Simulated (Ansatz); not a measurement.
# C3H10Si2: one species, many methods

How much do the methods differ for C3H10Si2? The plan is to run it at one geometry with functionals of several rungs and with coupled cluster, and see how far each lands from CCSD(T) at the basis-set limit for the atomisation energy.

The runs use Ansatz 0.2.0, Gaussian basis; functionals in def2-TZVPP, the program's frozen cores in correlated methods.

The runs, in order: LDA (SPW92), PBE-D4, revPBE-D4, BLYP-D4, r2SCAN-D4, B97M-V, PBE0-D4, B3LYP-D4, r2SCANh-D4, r2SCAN0-D4, HSE06-D4, BHLYP-D4, CAM-B3LYP-D4, LC-ωPBE, ωB97X-V, ωB97M-V, B2PLYP, PBE-QIDH; CCSD(T)/def2-SVP; CCSD(T)/def2-TZVPP; MP2/def2-QZVPP; extrapolation to the limit; RPA on PBE.

## 1. The geometry

The geometry comes from an earlier relaxation with PBE0-D4 in a triple-zeta def2 set; it is a stationary point, not always the lowest conformer.

SMILES `[SiH3]C1C[SiH2]C1`, 15 atoms, charge 0, spin multiplicity 1.

Atoms are counted from 1 here; the program's logs count them from 0.

Bond lengths: Si1–C2 1.877 Å, Si1–H6 1.489 Å, Si1–H7 1.489 Å, Si1–H8 1.490 Å, C2–C3 1.565 Å, C2–C5 1.565 Å, C2–H9 1.095 Å, C3–Si4 1.885 Å, C3–H10 1.093 Å, C3–H11 1.091 Å, Si4–C5 1.885 Å, Si4–H12 1.490 Å, Si4–H13 1.488 Å, C5–H14 1.093 Å, C5–H15 1.091 Å. Angles: C2–Si1–H6 110.6°, C2–Si1–H7 110.6°, C2–Si1–H8 109.7°, H6–Si1–H7 109.2°, H6–Si1–H8 108.4°, H7–Si1–H8 108.4°, Si1–C2–C3 112.2°, Si1–C2–C5 112.2°, Si1–C2–H9 106.9°, C3–C2–C5 101.4°, C3–C2–H9 112.1°, C5–C2–H9 112.1°, C2–C3–Si4 87.3°, C2–C3–H10 111.6°, C2–C3–H11 116.5°, Si4–C3–H10 112.2°, Si4–C3–H11 120.2°, H10–C3–H11 107.9° and more.

## 2. LDA

This LDA is Slater exchange with PW92 correlation.

The input, in.yaml:

```yaml
crystal:
  periodic: [false, false, false]
  atoms:
    - {symbol: Si, position_ang: [-1.218526, 1.362097, 0.637959]}
    - {symbol: C, position_ang: [0.164909, 0.631553, -0.398859]}
    - {symbol: C, position_ang: [1.305944, 0.023315, 0.482987]}
    - {symbol: Si, position_ang: [0.603222, -1.675246, 0.065582]}
    - {symbol: C, position_ang: [-0.303237, -0.623146, -1.208950]}
    - {symbol: H, position_ang: [-0.713686, 2.495874, 1.459846]}
    - {symbol: H, position_ang: [-2.325403, 1.844379, -0.232669]}
    - {symbol: H, position_ang: [-1.761022, 0.321098, 1.555231]}
    - {symbol: H, position_ang: [0.529695, 1.431932, -1.051607]}
    - {symbol: H, position_ang: [2.289759, 0.185284, 0.035730]}
    - {symbol: H, position_ang: [1.350287, 0.358635, 1.520412]}
    - {symbol: H, position_ang: [1.533017, -2.737135, -0.412758]}
    - {symbol: H, position_ang: [-0.267265, -2.265465, 1.118633]}
    - {symbol: H, position_ang: [0.169820, -0.666353, -2.193076]}
    - {symbol: H, position_ang: [-1.379315, -0.737522, -1.349159]}
basis:
  gaussian: {orbitals: def2-TZVPP}
hamiltonian: {xc: lda}
output: {orbitals: {seedname: orbitals}}
```

Run with:

```sh
> ansatz run in.yaml --threads 4 --pin off --events-out ev --progress --plain --max-ram 10444MiB
```

The runs that follow: PBE-D4 (GGA); revPBE-D4 (GGA); BLYP-D4 (GGA); r2SCAN-D4 (meta-GGA); B97M-V (meta-GGA); B3LYP-D4 (hybrid); r2SCANh-D4 (hybrid); r2SCAN0-D4 (hybrid); HSE06-D4 (hybrid); BHLYP-D4 (hybrid); CAM-B3LYP-D4 (range-separated); LC-ωPBE (range-separated); ωB97X-V (range-separated); ωB97M-V (range-separated); B2PLYP (double hybrid); PBE-QIDH (double hybrid); CCSD(T) in def2-SVP; CCSD(T) in def2-TZVPP; MP2 in def2-QZVPP; RPA on PBE orbitals.

**Question.** What will the summary of the whole plan be? Wanted: atomisation energy, CCSD(T)/CBS; farthest beyond LDA; mean size of error, GGA; mean size of error, meta-GGA; mean size of error, hybrid; mean size of error, range-separated; mean size of error, double hybrid; gap, smallest and largest; T1 diagnostic.

The runs gave:

| quantity | value |
| --- | --- |
| atomisation energy, CCSD(T)/CBS | 5366.7 kJ/mol |
| functionals within 26.8 kJ/mol (0.5 %) | r2SCAN-D4, B97M-V, PBE0-D4, B3LYP-D4, r2SCANh-D4, HSE06-D4, CAM-B3LYP-D4, LC-ωPBE, ωB97M-V, PBE-QIDH |
| farthest beyond LDA | BHLYP-D4 (-89.3 kJ/mol) |
| mean size of error, GGA | 48.9 kJ/mol |
| mean size of error, meta-GGA | 10.4 kJ/mol |
| mean size of error, hybrid | 24.6 kJ/mol |
| mean size of error, range-separated | 20.7 kJ/mol |
| mean size of error, double hybrid | 44.2 kJ/mol |
| gap, smallest and largest | 6.02 eV (LDA (SPW92)), 12.87 eV (LC-ωPBE) |
| T1 diagnostic | 0.0107 |
| triples share of the correlation energy | 3.9 % |

The LDA atomisation energy is off by 649.7 kJ/mol (12 %): it overbinds. PBE-D4 misses by +36.9 kJ/mol. Double hybrids carry the basis error of their MP2 part in triple zeta, and no dispersion term here, so their miss is partly the set-up's. The rungs meta-GGA, range-separated, hybrid miss on average by less than the doubt on the reference (26.8 kJ/mol), so they tie. Misses under about 26.8 kJ/mol are within the doubt on the reference itself, which lacks core-valence correlation, relativity and higher excitations. Hartree-Fock recovers 76 % of the binding; the rest is correlation. CCSD(T) in def2-SVP is off by -268.1 kJ/mol, so the small basis spoils what the method gains. Orbital gaps span 6.0 to 12.9 eV; exact exchange widens them.
